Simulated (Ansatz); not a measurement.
# Ge2 (triplet): the correlation ladder at distance Ge1–Ge2 = 3.837 Å, cc-pVDZ

Aim: climb from Hartree-Fock through coupled cluster and multireference methods for Ge2 (triplet) at one geometry and basis, and see what each rung misses.

Computed with Ansatz 0.2.0, Gaussian basis. Level: cc-pVDZ, core rule «outside noble gas», up to 28 orbitals frozen.

To be run: UHF; CCSD(T) on ROHF; CCSD(T) on UHF; BCCD(T) on ROHF; CISD; CCSDT(Q) on ROHF; CCSDT(Q) on UHF; CCSDTQ on ROHF; CASSCF and MRCISD+Q, 4 electrons in 4 orbitals; CASSCF and NEVPT2, 4 electrons in 4 orbitals; CASSCF and MRCISD+Q, 8 electrons in 8 orbitals; CASSCF and NEVPT2, 8 electrons in 8 orbitals; Full CI.

13 further runs of the same task are left out: 2 for a known fault of the program, 11 that didn't finish.

**1. What is computed**

The geometry derives from a PBE0/def2-TZVP stationary point (not a proven minimum). One bond is set to the value named and the two fragments are kept rigid. No spin-orbit coupling is included. The filled d shell of Ge may be among the frozen orbitals whatever the setting's name suggests; the logs give the count.

2 atoms, charge 0, spin multiplicity 3.

Atoms are counted from 1 here; the program's logs count them from 0.

No contacts short enough for the rule that draws bonds.

**2. UHF**

Contents of in.yaml:

```yaml
crystal:
  periodic: [false, false, false]
  atoms:
    - {symbol: Ge, position_ang: [0.000000, 0.000000, 0.000000]}
    - {symbol: Ge, position_ang: [0.000000, 0.000000, 3.837000]}
basis:
  gaussian: {orbitals: cc-pVDZ}
magnetization: {spin_polarized: true, initial_magnetization: 2}
hamiltonian: {xc: hf}
output: {orbitals: {seedname: orbitals}}
```

Run with:

```
> ansatz run in.yaml --threads 1 --pin off --events-out ev --progress --plain --max-ram 3968MiB --backend cpu
```

After this run come: CCSD(T) on ROHF; CCSD(T) on UHF; BCCD(T) on ROHF; CISD; CCSDT(Q) on ROHF; CCSDT(Q) on UHF; CCSDTQ on ROHF; CASSCF and MRCISD+Q, 4 electrons in 4 orbitals; CASSCF and NEVPT2, 4 electrons in 4 orbitals; CASSCF and MRCISD+Q, 8 electrons in 8 orbitals; CASSCF and NEVPT2, 8 electrons in 8 orbitals; Full CI.

Before running them: what should the planned runs give, taken together? Wanted: FCI from the RHF energy; RMP2 from FCI; UMP2 from FCI; RCCSD from FCI; RCCSD(T) from FCI; UCCSD(T) from FCI; RCCSDT(Q) from FCI; UCCSDT(Q) from FCI; NEVPT2 pair from FCI.

**Answer**, as computed:

| quantity | value |
| --- | --- |
| FCI from the ROHF energy | -4.7693 eV |
| RMP2 from FCI | +160.6 kJ/mol |
| UMP2 from FCI | +137.9 kJ/mol |
| RCCSD from FCI | +45.8 kJ/mol |
| RCCSD(T) from FCI | +17.9 kJ/mol |
| UCCSD(T) from FCI | +29.3 kJ/mol |
| RCCSDT(Q) from FCI | +2.5 kJ/mol |
| UCCSDT(Q) from FCI | +3.2 kJ/mol |
| NEVPT2 pair from FCI | +91.5 kJ/mol |
| MRCISD+Q pair from FCI | -0.2 kJ/mol |
| levels within 1 kcal/mol (43 meV) | RCCSDT(Q), UCCSDT(Q), RCCSDTQ, MRCISD+Q pair |
| T1 diagnostic | 0.036 |
| effectively unpaired electrons | 3.26 |

**Reading.** RCCSD(T) misses by +17.9 kJ/mol, 3.9 % of the correlation energy. CCSD(T) misses by +17.9 kJ/mol on the restricted determinant and by +29.3 kJ/mol on the unrestricted one; the two need not hold the same state or core. The occupations show strong static correlation (3.3 unpaired electrons where one determinant has 2). Of the multireference levels listed MRCISD+Q pair comes nearest in total energy (-0.2 kJ/mol), which doesn't show that its space is the better one. Coupled cluster took another determinant than the lowest Hartree-Fock one. These misses are within one basis, not against nature; the frozen cores of restricted and unrestricted runs differ, which can shift their rows.

Levels on UHF freeze UHF's core orbitals, full CI those of ROHF, so the U rows can settle a little off it for that reason alone.

With open shells the CI space here admits some triples and quadruples, so it is larger than plain CISD.

The ROHF row is the lowest solution found; coupled cluster stands on another one, 0.02 eV higher.
